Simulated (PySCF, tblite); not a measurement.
# C₄H₁₁NOSSi: geometry, infrared bands and NMR shifts

Aim: predict the infrared bands and NMR shifts of C₄H₁₁NOSSi (`O=[S@@]1CC[C@@H](N[SiH3])C1`).

The runs use tblite 0.8.0 and PySCF 2.14.0, with density-fitted response routines of our own; the level of theory stands in each step. All values are computed, except where a source is named. Atoms are numbered from 0 throughout.

## 1. The starting structure

19 atoms, charge 0, multiplicity 1; geometry from: force field or distance geometry start.

Bonds of the start (Å): O0–S1 1.51, S1–C2 1.82, C2–C3 1.53, C3–C4 1.49, C4–N5 1.44, N5–Si6 1.81, C4–C7 1.51, C7–S1 1.83, C2–H8 1.09, C2–H9 1.10, C3–H10 1.09, C3–H11 1.11, C4–H12 1.13, N5–H13 1.06, Si6–H14 1.48, Si6–H15 1.48, Si6–H16 1.45, C7–H17 1.12, C7–H18 1.08.

## 2. Geometry optimisation with GFN2-xTB

The job: settings as JSON, then the geometry in Å.

```
{"job": {"kind": "relax", "xc": "GFN2-xTB", "basis": "xTB"}, "charge": 0, "multiplicity": 1}
O     -3.596000     0.614800     1.074000
S     -2.485700     0.385100     0.076300
C     -1.685300    -1.237100     0.289400
C     -0.323200    -0.847900    -0.284300
C      0.128300     0.366200     0.458700
N      1.285400     1.015300    -0.112400
Si     2.719000    -0.081400    -0.135700
C     -0.998500     1.362100     0.522600
H     -1.558100    -1.446000     1.352900
H     -2.204900    -2.022000    -0.275400
H      0.353700    -1.704100    -0.266200
H     -0.535700    -0.625700    -1.351800
H      0.382100     0.026200     1.505700
H      1.106500     1.430900    -1.068600
H      2.613500    -1.081700     0.947100
H      3.900700     0.756300     0.176000
H      2.899100    -0.727100    -1.422200
H     -1.123900     1.572200     1.619200
H     -0.886700     2.253100    -0.082200
```

Launch:

```
OMP_NUM_THREADS=1 python probes_run.py task.json out
```

This one command runs all jobs of the session in turn.

**Question.** This job is followed by: GFN2-xTB harmonic vibrations, gas phase; GIAO PBE0/pcSseg-1 NMR shielding, non-relativistic, gas phase. Predict these results of the whole session: strongest single infrared mode (GFN2-xTB); zero-point energy (GFN2-xTB); ¹³C shifts against TMS (PBE0/pcSseg-1); ¹H shifts against TMS (PBE0/pcSseg-1, means over atoms taken as alike); ¹⁷O shifts against H2O (PBE0/pcSseg-1); ³³S shifts against CS2 (PBE0/pcSseg-1); ¹⁵N shifts against NH3 (PBE0/pcSseg-1); ²⁹Si shifts against TMS (PBE0/pcSseg-1); surface potential, 1st and 99th percentile.

The runs gave:

| quantity | value |
| --- | --- |
| strongest single infrared mode (GFN2-xTB) | 2289 cm⁻¹, 371 km/mol |
| zero-point energy (GFN2-xTB) | 91.0 kcal/mol |
| ¹³C shifts against TMS (PBE0/pcSseg-1) | 67.1, 62.8, 61.0, 40.4 ppm |
| ¹H shifts against TMS (PBE0/pcSseg-1, means over atoms taken as alike) | 4.76, 3.95, 3.55, 2.98, 2.60, 2.31, 1.63, 0.96, -0.60 ppm |
| ¹⁷O shifts against H2O (PBE0/pcSseg-1) | 79.5 ppm |
| ³³S shifts against CS2 (PBE0/pcSseg-1) | 354 ppm |
| ¹⁵N shifts against NH3 (PBE0/pcSseg-1) | 31.9 ppm |
| ²⁹Si shifts against TMS (PBE0/pcSseg-1) | -57.1 ppm |
| surface potential, 1st and 99th percentile | -2.14 V and 1.67 V |

In words: The optimisation took 114 steps and gained 0.852 eV; among the close pairs (by a distance rule), N5–Si6 changed most, from 1.805 to 1.721 Å. All 51 modes are real, so the xTB geometry is a minimum. The strongest single mode, at 2289 cm⁻¹, moves mainly H15. GFN2-xTB is a fitted tight-binding method: band positions and strengths are rough. Its intensities can rank the bands wrongly. At PBE0/pcSseg-1: Shielding is most anisotropic at O0 (span 507 ppm, paramagnetic term -139 ppm).
